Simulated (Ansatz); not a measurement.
# Mg2H3: the cost of one run

Program: Ansatz 0.2.0. Level of theory: DFT PBE, scalar-relativistic, plane waves, PAW. These are calculated values, not measurements.

### 1 The structure to begin with

It takes space group R-3c (No. 167, trigonal). Conventional cell: a = 5.234 Å, b = 5.234 Å, c = 14.291 Å, α = 90.00°, β = 90.00°, γ = 120.00°. Mg (site symmetry 3) is surrounded by 6 H at 2.04 to 2.17 Å. Around H (site symmetry 2) lie 4 Mg at 2.04 to 2.17 Å.

Structure file:

```cif
data_structure
_symmetry_space_group_name_H-M 'P 1'
_symmetry_Int_Tables_number 1
_cell_length_a 5.6414
_cell_length_b 5.6414
_cell_length_c 5.6414
_cell_angle_alpha 55.281
_cell_angle_beta 55.281
_cell_angle_gamma 55.281
_cell_volume 113.03
loop_
_atom_site_label
_atom_site_type_symbol
_atom_site_fract_x
_atom_site_fract_y
_atom_site_fract_z
_atom_site_occupancy
Mg1 Mg 0.85218 0.85218 0.85218 1
Mg2 Mg 0.64782 0.64782 0.64782 1
Mg3 Mg 0.14782 0.14782 0.14782 1
Mg4 Mg 0.35218 0.35218 0.35218 1
H1 H 0.05625 0.44375 0.75000 1
H2 H 0.75000 0.05625 0.44375 1
H3 H 0.44375 0.75000 0.05625 1
H4 H 0.94375 0.55625 0.25000 1
H5 H 0.25000 0.94375 0.55625 1
H6 H 0.55625 0.25000 0.94375 1
```

(A quick probe on a coarse mesh, which set the mesh and smearing, is not shown.)

### 3 Full relaxation

Input file input.yaml:

```yaml
crystal:
  lattice:
    - [2.6172066524, 1.5110449652, 4.7637091348]
    - [-2.6172066524, 1.5110449652, 4.7637091348]
    - [0.0, -3.0220899306, 4.7637091348]
  atoms:
    - { symbol: Mg, position: [0.85218, 0.85218, 0.85218] }
    - { symbol: Mg, position: [0.64782, 0.64782, 0.64782] }
    - { symbol: Mg, position: [0.14782, 0.14782, 0.14782] }
    - { symbol: Mg, position: [0.35218, 0.35218, 0.35218] }
    - { symbol: H, position: [0.05625, 0.44375, 0.75] }
    - { symbol: H, position: [0.75, 0.05625, 0.44375] }
    - { symbol: H, position: [0.44375, 0.75, 0.05625] }
    - { symbol: H, position: [0.94375, 0.55625, 0.25] }
    - { symbol: H, position: [0.25, 0.94375, 0.55625] }
    - { symbol: H, position: [0.55625, 0.25, 0.94375] }
basis:
  ecutwfc: 420
kpoints:
  mp_grid: { grid: [12, 12, 12] }
hamiltonian:
  xc: pbe
scf:
  occupations: { method: gaussian, width: 0.1 }
output:
  forces: true
  stress: true
  eigenvalues: true
  write_density: true
  write_potential: true
  elf: true
  volumetric_format: npy
relax:
  adjacent_minimum: "off"
  f_tol: 0.01
  max_steps: 80
  cell: { stress_tol: 0.05 }
```

Run with:

```
$ ansatz run input.yaml --threads 1 --pin off --max-ram 2560MiB --backend cpu --events-out ev --progress --plain --runs-dir out
```

Q: Estimate wall time and peak memory on 1 thread of Intel Xeon Platinum 8488C (Sapphire Rapids), shared host.

About 5.7 min, with a peak of 0.78 GiB.
